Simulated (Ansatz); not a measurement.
# C2H4LiO: the cost of one run

Program: Ansatz 0.2.0. Level of theory: UKS CAM-B3LYP/def2-SVP. These are calculated values, not measurements.

### Step 1. Starting point

Bond lengths: Li1–C2 1.888 Å, C2–O3 1.397 Å, O3–C4 1.381 Å, C2–H5 1.097 Å, C4–H6 1.090 Å, C4–H7 1.117 Å, C4–H8 1.103 Å. Angles: Li1–C2–O3 111.9°, Li1–C2–H5 139.3°, O3–C2–H5 103.1°, C2–O3–C4 115.4°, O3–C4–H6 108.2°, O3–C4–H7 110.6°, O3–C4–H8 111.7°, H6–C4–H7 109.1°, H6–C4–H8 109.3°, H7–C4–H8 107.8°.

Structure file:

```xyz
8

Li    0.4079   -1.9343    0.6217
C    -0.1782   -0.2900    1.3411
O    -0.4922    0.6335    0.3417
C     0.1253    0.4225   -0.8748
H    -0.7293    0.0885    2.2104
H    -0.2213    1.1867   -1.5701
H    -0.1358   -0.5851   -1.2793
H     1.2235    0.4782   -0.7908
```

### Step 2. End point A

input.yaml

```yaml
crystal:
  periodic: [false, false, false]
  atoms:
    - { symbol: Li, position_ang: [0.4079, -1.93426, 0.62172] }
    - { symbol: C, position_ang: [-0.17819, -0.29002, 1.34112] }
    - { symbol: O, position_ang: [-0.49217, 0.63351, 0.34175] }
    - { symbol: C, position_ang: [0.12532, 0.42254, -0.87481] }
    - { symbol: H, position_ang: [-0.72929, 0.08848, 2.21037] }
    - { symbol: H, position_ang: [-0.22129, 1.18669, -1.5701] }
    - { symbol: H, position_ang: [-0.13575, -0.58513, -1.27928] }
    - { symbol: H, position_ang: [1.22349, 0.4782, -0.79078] }
magnetization:
  spin_polarized: true
  initial_magnetization: 1
basis:
  gaussian: { orbitals: def2-SVP }
hamiltonian:
  xc: cam_b3lyp
relax:
  f_tol: 0.02
  max_steps: 50
```

Launch:

```console
$ ansatz run input.yaml --threads 2 --pin off --max-ram 3072MiB --backend cpu --events-out ev --progress --plain --runs-dir out
```

**Question.** How long does this run take on 2 threads of Arm Neoverse V1, shared host, and how much memory does it need?

About 29 s, with a peak of 0.19 GiB.
